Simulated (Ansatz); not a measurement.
**HfNH3 (singlet): from Hartree-Fock to the top rungs, def2-SVP**

An exercise on one series of results from a longer session: the logs are not shown, and one member is left open.

Method: def2-SVP, core rule «outside noble gas», up to 5 orbitals frozen; program: Ansatz 0.2.0, Gaussian basis.

The runs, in order: UHF; CCSD(T) on RHF; CCSD(T) on UHF; CISD; CCSDT(Q) on RHF; CCSDT(Q) on UHF.

6 further runs of the same task are left out: 6 set aside as unsound or not needed.

## The geometry

The geometry is a PBE0/def2-TZVP stationary point (not a proven minimum) of the parent state, kept for this charge and spin. No spin-orbit coupling is included. Elements past krypton take def2 core potentials.

5 atoms, charge 0, spin multiplicity 1.

Atoms are counted from 1 here; the program's logs count them from 0.

Bond lengths: Hf1–N2 2.347 Å, N2–H3 1.020 Å, N2–H4 1.020 Å, N2–H5 1.020 Å. Angles: Hf1–N2–H3 111.5°, Hf1–N2–H4 111.5°, Hf1–N2–H5 111.5°, H3–N2–H4 107.4°, H3–N2–H5 107.4°, H4–N2–H5 107.4°.

Coordinates:

```
Hf   -0.2102    0.0016    0.0016
N     2.1367   -0.0159   -0.0164
H     2.5032   -0.9679   -0.0144
H     2.5201    0.4600    0.8003
H     2.5074    0.4517   -0.8437
```

Set-up of the first run:

in.yaml reads:

```yaml
crystal:
  periodic: [false, false, false]
  atoms:
    - {symbol: Hf, position_ang: [-0.210200, 0.001568, 0.001612]}
    - {symbol: N, position_ang: [2.136700, -0.015941, -0.016386]}
    - {symbol: H, position_ang: [2.503190, -0.967894, -0.014388]}
    - {symbol: H, position_ang: [2.520091, 0.460019, 0.800319]}
    - {symbol: H, position_ang: [2.507421, 0.451692, -0.843682]}
basis:
  gaussian: {orbitals: def2-SVP}
magnetization: {spin_polarized: true, initial_magnetization: 0}
hamiltonian: {xc: hf}
output: {orbitals: {seedname: orbitals}}
```

On the command line:

```
ansatz run in.yaml --threads 1 --pin off --events-out ev --progress --plain --max-ram 2816MiB --backend cpu
```

Steps of the session up to this table: UHF; CCSD(T) on RHF; CCSD(T) on UHF; CISD; CCSDT(Q) on RHF; CCSDT(Q) on UHF.

One of the session's tables, all rows but one given; the rest of the session is left out.

| method | from RCCSDT(Q) (meV) |
| --- | --- |
| RHF | +7978.7 |
| UHF | +7026.5 |
| RMP2 | +1322.5 |
| UMP2 | +633.0 |
| RCCSD | +474.0 |
| UCCSD | -222.7 |
| RCCSD(T) | +190.2 |
| UCCSD(T) | -474.9 |
| RCCSDT | +90.4 |
| UCCSDT | -593.8 |
| RCCSDT(Q) | 0 |
| UCCSDT(Q) | ? |

**Question.** Estimate the row for UCCSDT(Q).

As computed: from RCCSDT(Q) (meV): -625.8. In the column «from RCCSDT(Q) (meV)» it is the lowest.

Not comparable, so not listed: CISD (they don't share determinant, frozen orbitals or solution with the rows shown, or repeat one).

Limits of these values: The determinant is far from a pure spin state, so its energy mixes those of several spin states (harmless only where they are near-degenerate, as at dissociation). The report flags that the cluster equations may have other roots. The program flags UCCSD(T), RCCSDT(Q), UCCSDT(Q) as in doubt, so the zero of the table is itself unsure. Warnings: restricted reference is unstable; spin contamination; large T1 diagnostic. Restricted and unrestricted rows rest on different reference determinants; where their highest levels disagree by more than a few hundredths of an eV, they describe different states and don't form one ladder.
